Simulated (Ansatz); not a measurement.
**C₃H₉GaO: how energies converge with the basis set**

An exercise on one series of results from a longer session: the logs are not shown, and one member is left open.

Computed with Ansatz 0.2.0, Gaussian basis. Level: one geometry, several basis sets.

Levels to be run: PBE0-D4/def2-SVP; ωB97M-V/def2-SVP; PBE0-D4/def2-QZVPP; ωB97M-V/def2-QZVPP; the functionals' def2-TZVPP values are taken from earlier runs.

## The geometry

The geometry comes from an earlier relaxation with PBE0-D4 in a triple-zeta def2 set; it is a stationary point, not always the lowest conformer.

SMILES `CC(C)=[O+][GaH3-]`, 14 atoms, charge 0, spin multiplicity 1.

Atoms are counted from 1 here; the program's logs count them from 0.

Bond lengths: C1–C2 1.489 Å, C1–H6 1.088 Å, C1–H7 1.094 Å, C1–H8 1.094 Å, C2–C3 1.489 Å, C2–O4 1.224 Å, C3–H9 1.088 Å, C3–H10 1.094 Å, C3–H11 1.094 Å, O4–Ga5 2.113 Å, Ga5–H12 1.586 Å, Ga5–H13 1.586 Å, Ga5–H14 1.570 Å. Angles: C2–C1–H6 111.0°, C2–C1–H7 109.4°, C2–C1–H8 109.3°, H6–C1–H7 110.3°, H6–C1–H8 110.3°, H7–C1–H8 106.5°, C1–C2–C3 118.9°, C1–C2–O4 119.6°, C3–C2–O4 121.5°, C2–C3–H9 112.7°, C2–C3–H10 108.6°, C2–C3–H11 108.7°, H9–C3–H10 110.3°, H9–C3–H11 110.4°, H10–C3–H11 105.8°, C2–O4–Ga5 126.5°, O4–Ga5–H12 97.4°, O4–Ga5–H13 97.4° and more.

Coordinates:

```xyz
14
C3H9GaO
C    -1.6053    1.0670    0.8282
C    -0.4640    0.3073    0.2465
C     0.6046   -0.1940    1.1550
O    -0.4220    0.1083   -0.9602
Ga    1.0857   -0.9361   -2.0101
H    -2.3034    1.3749    0.0531
H    -1.2237    1.9406    1.3653
H    -2.1132    0.4441    1.5708
H     0.4202    0.0552    2.1982
H     1.5633    0.2205    0.8285
H     0.6898   -1.2779    1.0308
H     0.9503   -2.3170   -1.2425
H     2.3073   -0.0234   -1.5753
H     0.4976   -0.7988   -3.4593
```

Set-up of the first run:

in.yaml

```yaml
crystal:
  periodic: [false, false, false]
  atoms:
    - {symbol: C, position_ang: [-1.605256, 1.067008, 0.828193]}
    - {symbol: C, position_ang: [-0.463954, 0.307278, 0.246535]}
    - {symbol: C, position_ang: [0.604567, -0.194043, 1.155026]}
    - {symbol: O, position_ang: [-0.422045, 0.108340, -0.960158]}
    - {symbol: Ga, position_ang: [1.085739, -0.936055, -2.010102]}
    - {symbol: H, position_ang: [-2.303435, 1.374866, 0.053083]}
    - {symbol: H, position_ang: [-1.223681, 1.940628, 1.365271]}
    - {symbol: H, position_ang: [-2.113233, 0.444138, 1.570834]}
    - {symbol: H, position_ang: [0.420159, 0.055189, 2.198241]}
    - {symbol: H, position_ang: [1.563287, 0.220519, 0.828461]}
    - {symbol: H, position_ang: [0.689809, -1.277906, 1.030770]}
    - {symbol: H, position_ang: [0.950329, -2.316999, -1.242496]}
    - {symbol: H, position_ang: [2.307268, -0.023363, -1.575342]}
    - {symbol: H, position_ang: [0.497645, -0.798800, -3.459316]}
basis:
  gaussian: {orbitals: def2-SVP}
hamiltonian: {xc: pbe0, dispersion: d4}
output: {orbitals: {seedname: orbitals}}
```

Run with:

```console
$ ansatz run in.yaml --threads 4 --pin off --events-out ev --progress --plain --max-ram 11315MiB
```

Among the steps run: PBE0-D4 in def2-SVP; ωB97M-V in def2-SVP; PBE0-D4 in def2-QZVPP; ωB97M-V in def2-QZVPP.

One table of the session follows, with a row left open; its other results are not shown here.

It belongs to the step «Density functionals: the series». 

```
functional       basis  HOMO (eV)
   PBE0-D4    def2-SVP          ?
   PBE0-D4  def2-TZVPP      -7.44
   PBE0-D4  def2-QZVPP      -7.44
   ωB97M-V    def2-SVP      -9.58
   ωB97M-V  def2-TZVPP      -9.68
   ωB97M-V  def2-QZVPP      -9.68
```

**Question.** Estimate the row for PBE0-D4, def2-SVP.

The run gave: HOMO (eV): -7.39. In the column «HOMO (eV)» it is the highest.
